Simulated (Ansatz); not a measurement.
# Ge (Germanium): the cost of one run

Computed with Ansatz 0.2.0 (DFT PBEsol, scalar-relativistic, plane waves, PAW, unless a step's input says otherwise).

1 further run of the same task is left out (set aside as unsound or not needed).

**1. The starting structure**

It takes space group Fd-3m (No. 227, cubic). The conventional cell has a = 5.676 Å, b = 5.676 Å, c = 5.676 Å, α = 90.00°, β = 90.00°, γ = 90.00°. Around Ge (site symmetry -43m) lie 4 Ge at 2.46 Å.

Coordinates:

```
Ge
1.0
     0.00000    2.83788    2.83788
     2.83788    0.00000    2.83788
     2.83788    2.83788    0.00000
Ge
2
Direct
  0.00000 0.00000 0.00000
  0.25000 0.25000 0.25000
```

It is the result of an earlier relaxation at this level (volume 22.86 Å³/atom; gap on the mesh: none (metal)).

**2. Bulk reference on the slab's mesh**

File input.yaml:

```yaml
crystal:
  lattice:
    - [4.0133717236, 0.0, 0.0]
    - [0.0, 5.6757647224, 0.0]
    - [2.0066858618, 2.8378823612, 2.0066858618]
  atoms:
    - { symbol: Ge, position: [0.0, 0.0, 0.0] }
    - { symbol: Ge, position: [0.5, 0.25, 0.0] }
basis:
  ecutwfc: 420
kpoints:
  mp_grid: { grid: [9, 6, 17] }
hamiltonian:
  xc: pbesol
scf:
  occupations: { method: gaussian, width: 0.1 }
output:
  forces: true
  stress: true
  eigenvalues: true
```

The run is started by

```console
ansatz run input.yaml --threads 2 --pin off --max-ram 5120MiB --backend cpu --events-out ev --progress --plain --runs-dir out
```

Q: Estimate wall time and peak memory on 2 threads of Intel Xeon at 2.50GHz (Skylake/Cascade Lake), shared host.

About 27 s, with a peak of 0.59 GiB.
